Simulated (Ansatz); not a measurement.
# C₂H₇B₂ClO: how energies converge with the basis set

One table from this session's results is given with a row withheld; the runs are named, their logs left out.

Computed with Ansatz 0.2.0, Gaussian basis. Level: one geometry, several basis sets.

Levels to be run: PBE0-D4/def2-SVP; ωB97M-V/def2-SVP; PBE0-D4/def2-QZVPP; ωB97M-V/def2-QZVPP; the functionals' def2-TZVPP values are taken from earlier runs.

## The geometry

An earlier PBE0-D4 in a triple-zeta def2 set relaxation fixed the geometry.

SMILES `CCB(O)BCl`, 13 atoms, charge 0, spin multiplicity 1.

Atoms are counted from 1 here; the program's logs count them from 0.

Bond lengths: C1–C2 1.530 Å, C1–H7 1.093 Å, C1–H8 1.094 Å, C1–H9 1.092 Å, C2–B3 1.567 Å, C2–H10 1.100 Å, C2–H11 1.094 Å, B3–O4 1.357 Å, B3–B5 1.729 Å, O4–H12 0.965 Å, B5–Cl6 1.757 Å, B5–H13 1.194 Å. Angles: C2–C1–H7 111.3°, C2–C1–H8 111.6°, C2–C1–H9 111.7°, H7–C1–H8 107.3°, H7–C1–H9 107.3°, H8–C1–H9 107.4°, C1–C2–B3 113.1°, C1–C2–H10 108.4°, C1–C2–H11 110.7°, B3–C2–H10 107.0°, B3–C2–H11 110.9°, H10–C2–H11 106.3°, C2–B3–O4 118.5°, C2–B3–B5 123.2°, O4–B3–B5 118.2°, B3–O4–H12 112.4°, B3–B5–Cl6 117.3°, B3–B5–H13 128.3° and more.

The first run:

Input file in.yaml:

```yaml
crystal:
  periodic: [false, false, false]
  atoms:
    - {symbol: C, position_ang: [0.285536, -0.282586, -1.715799]}
    - {symbol: C, position_ang: [0.900137, -0.582348, -0.346629]}
    - {symbol: B, position_ang: [-0.043062, -0.206139, 0.846906]}
    - {symbol: O, position_ang: [-0.287320, -1.140637, 1.799670]}
    - {symbol: B, position_ang: [-0.780845, 1.348409, 1.018658]}
    - {symbol: Cl, position_ang: [-2.009729, 1.523317, 2.262592]}
    - {symbol: H, position_ang: [-0.604696, -0.891539, -1.894118]}
    - {symbol: H, position_ang: [-0.014158, 0.765939, -1.801210]}
    - {symbol: H, position_ang: [0.987903, -0.488046, -2.526794]}
    - {symbol: H, position_ang: [1.814544, 0.019583, -0.236517]}
    - {symbol: H, position_ang: [1.212250, -1.629419, -0.283512]}
    - {symbol: H, position_ang: [-0.889598, -0.820791, 2.482246]}
    - {symbol: H, position_ang: [-0.550463, 2.349457, 0.409207]}
basis:
  gaussian: {orbitals: def2-SVP}
hamiltonian: {xc: pbe0, dispersion: d4}
output: {orbitals: {seedname: orbitals}}
```

Among the steps run: PBE0-D4 in def2-SVP; ωB97M-V in def2-SVP; PBE0-D4 in def2-QZVPP; ωB97M-V in def2-QZVPP.

One table of the session follows, with a row left open; its other results are not shown here.

It belongs to the step «Density functionals: the series». 

```
functional       basis  HOMO (eV)  LUMO (eV)
   PBE0-D4    def2-SVP      -7.54      -2.36
   PBE0-D4  def2-TZVPP      -7.65      -2.51
   PBE0-D4  def2-QZVPP      -7.67      -2.54
   ωB97M-V    def2-SVP          ?          ?
   ωB97M-V  def2-TZVPP      -9.89      -0.47
   ωB97M-V  def2-QZVPP      -9.91      -0.52
```

**Question.** Estimate the row for ωB97M-V, def2-SVP.

As computed: HOMO (eV): -9.75; LUMO (eV): -0.25. In the column «HOMO (eV)» it lies between ωB97M-V, def2-TZVPP (-9.89) and PBE0-D4, def2-QZVPP (-7.67).
